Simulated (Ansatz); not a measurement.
# Si3N4: properties at the relaxed cell

One table from this session's results is given with a row withheld; the runs are named, their logs left out.

Program: Ansatz 0.2.0. Level of theory: DFT PBE, scalar-relativistic, plane waves, PAW. These are calculated values, not measurements.

1 further run of the same task is left out (set aside as unsound or not needed).

**Starting point**

It takes space group P6_3/m (No. 176, hexagonal). The conventional cell has a = 7.664 Å, b = 7.664 Å, c = 2.926 Å, α = 90.00°, β = 90.00°, γ = 120.00°. Si (site symmetry m) is surrounded by 4 N at 1.74 to 1.75 Å. N (site symmetry m) is surrounded by 3 Si at 1.75 Å. N (site symmetry -6) has 3 Si at 1.74 Å as nearest neighbours.

Coordinates:

```
CELL_PARAMETERS angstrom
7.66362 0.00000 0.00000
-3.83181 6.63689 0.00000
0.00000 0.00000 2.92644
ATOMIC_POSITIONS crystal
Si 0.76891 0.17501 0.25000
Si 0.59390 0.76891 0.75000
Si 0.82499 0.59390 0.25000
Si 0.23109 0.82499 0.75000
Si 0.40610 0.23109 0.25000
Si 0.17501 0.40610 0.75000
N 0.03083 0.33000 0.25000
N 0.70083 0.03083 0.75000
N 0.67000 0.70083 0.25000
N 0.96917 0.67000 0.75000
N 0.29917 0.96917 0.25000
N 0.33000 0.29917 0.75000
N 0.66667 0.33333 0.25000
N 0.33333 0.66667 0.75000
```

This cell was relaxed beforehand with the same method: volume 10.63 Å³/atom, gap on the mesh 4.27 eV.

The first run:

Contents of input.yaml:

```yaml
crystal:
  lattice:
    - [7.6636192821, 0.0, 0.0]
    - [-3.8318096411, 6.6368889832, 0.0]
    - [0.0, 0.0, 2.926435433]
  atoms:
    - { symbol: Si, position: [0.7689127088, 0.1750130393, 0.25] }
    - { symbol: Si, position: [0.5938996695, 0.7689127088, 0.75] }
    - { symbol: Si, position: [0.8249869607, 0.5938996695, 0.25] }
    - { symbol: Si, position: [0.2310872912, 0.8249869607, 0.75] }
    - { symbol: Si, position: [0.4061003305, 0.2310872912, 0.25] }
    - { symbol: Si, position: [0.1750130393, 0.4061003305, 0.75] }
    - { symbol: "N", position: [0.0308339517, 0.3300008783, 0.25] }
    - { symbol: "N", position: [0.7008330734, 0.0308339517, 0.75] }
    - { symbol: "N", position: [0.6699991217, 0.7008330734, 0.25] }
    - { symbol: "N", position: [0.9691660483, 0.6699991217, 0.75] }
    - { symbol: "N", position: [0.2991669266, 0.9691660483, 0.25] }
    - { symbol: "N", position: [0.3300008783, 0.2991669266, 0.75] }
    - { symbol: "N", position: [0.6666666667, 0.3333333333, 0.25] }
    - { symbol: "N", position: [0.3333333333, 0.6666666667, 0.75] }
basis:
  ecutwfc: 420
kpoints:
  mp_grid: { grid: [6, 6, 8] }
hamiltonian:
  xc: pbesol
scf:
  occupations: { method: gaussian, width: 0.02 }
output:
  forces: true
  stress: true
  eigenvalues: true
relax:
  adjacent_minimum: "off"
  f_tol: 0.005
  max_steps: 50
  cell: { stress_tol: 0.05 }
```

Started as:

```bash
$ ansatz run input.yaml --threads 4 --pin off --max-ram 10240MiB --backend cpu --events-out ev --progress --plain --runs-dir out
```

Among the steps run: Relaxing with PBEsol; Relaxing with PBE+D3(BJ); The cell under LDA; Relaxing with r2SCAN.

One of the session's tables, all rows but one given; the rest of the session is left out.

It belongs to the step «One structure, several functionals». 

```
functional  a (Å)  b (Å)  c (Å)  volume (Å³/atom)  gap on the mesh (eV)
       PBE  7.664  7.664  2.926             10.63                  4.27
    PBEsol  7.625  7.625  2.910             10.47                  4.21
PBE+D3(BJ)  7.619  7.619  2.911             10.45                  4.33
       LDA  7.574  7.574  2.891             10.26                  4.24
    r2SCAN      ?      ?      ?                 ?                     ?
```

Estimate the missing values for r2SCAN.

The run gave: a (Å): 7.606; b (Å): 7.606; c (Å): 2.906; volume (Å³/atom): 10.40; gap on the mesh (eV): 5.01. In the column «a (Å)» it lies between LDA (7.574) and PBE+D3(BJ) (7.619).
